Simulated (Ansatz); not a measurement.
# CH5FNO2Sb: the cost of one run

Program: Ansatz 0.2.0. Level of theory: RKS PBE0/def2-SVP. These are calculated values, not measurements.

### Step 1. The structure to begin with

Bond lengths: N1–C2 1.456 Å, C2–O3 1.373 Å, C2–F4 1.331 Å, C2–O5 1.402 Å, O5–Sb6 2.072 Å, N1–H7 0.997 Å, N1–H8 1.070 Å, O3–H9 0.996 Å, Sb6–H10 1.754 Å, Sb6–H11 1.779 Å. Angles: N1–C2–O3 106.7°, N1–C2–F4 110.1°, N1–C2–O5 110.5°, O3–C2–F4 107.1°, O3–C2–O5 110.5°, F4–C2–O5 111.9°, C2–N1–H7 111.1°, C2–N1–H8 105.5°, H7–N1–H8 108.9°, C2–O3–H9 109.8°, C2–O5–Sb6 110.8°, O5–Sb6–H10 92.1°, O5–Sb6–H11 95.9°, H10–Sb6–H11 90.8°.

As a file:

```xyz
11

N    -0.3102   -0.7625   -1.7034
C    -0.2085   -0.3433   -0.3131
O     1.0865   -0.5786    0.0766
F    -0.9908   -1.1024    0.4515
O    -0.5189    1.0177   -0.1880
Sb   -0.5098    1.5956    1.8013
H    -0.1360   -1.7393   -1.7974
H    -1.3221   -0.5625   -1.9885
H     1.7012    0.0388   -0.4057
H     1.0914    2.2982    1.6582
H     0.1825    0.0814    2.4290
```

### Step 2. Relaxing end A

input.yaml reads:

```yaml
crystal:
  periodic: [false, false, false]
  atoms:
    - { symbol: "N", position_ang: [-0.3102, -0.7625, -1.7034] }
    - { symbol: C, position_ang: [-0.2085, -0.3433, -0.3131] }
    - { symbol: O, position_ang: [1.0865, -0.5786, 0.0766] }
    - { symbol: F, position_ang: [-0.9908, -1.1024, 0.4515] }
    - { symbol: O, position_ang: [-0.5189, 1.0177, -0.188] }
    - { symbol: Sb, position_ang: [-0.5098, 1.5956, 1.8013] }
    - { symbol: H, position_ang: [-0.136, -1.7393, -1.7974] }
    - { symbol: H, position_ang: [-1.3221, -0.5625, -1.9885] }
    - { symbol: H, position_ang: [1.7012, 0.0388, -0.4057] }
    - { symbol: H, position_ang: [1.0914, 2.2982, 1.6582] }
    - { symbol: H, position_ang: [0.1825, 0.0814, 2.429] }
basis:
  gaussian: { orbitals: def2-SVP }
hamiltonian:
  xc: pbe0
relax:
  f_tol: 0.015
  max_steps: 40
```

Command:

```console
ansatz run input.yaml --threads 2 --pin off --max-ram 3072MiB --backend cpu --events-out ev --progress --plain --runs-dir out
```

What time and memory should one allow on 2 threads of Intel Xeon 6975P-C (Granite Rapids), shared host?

About 39 s, with a peak of 0.34 GiB.
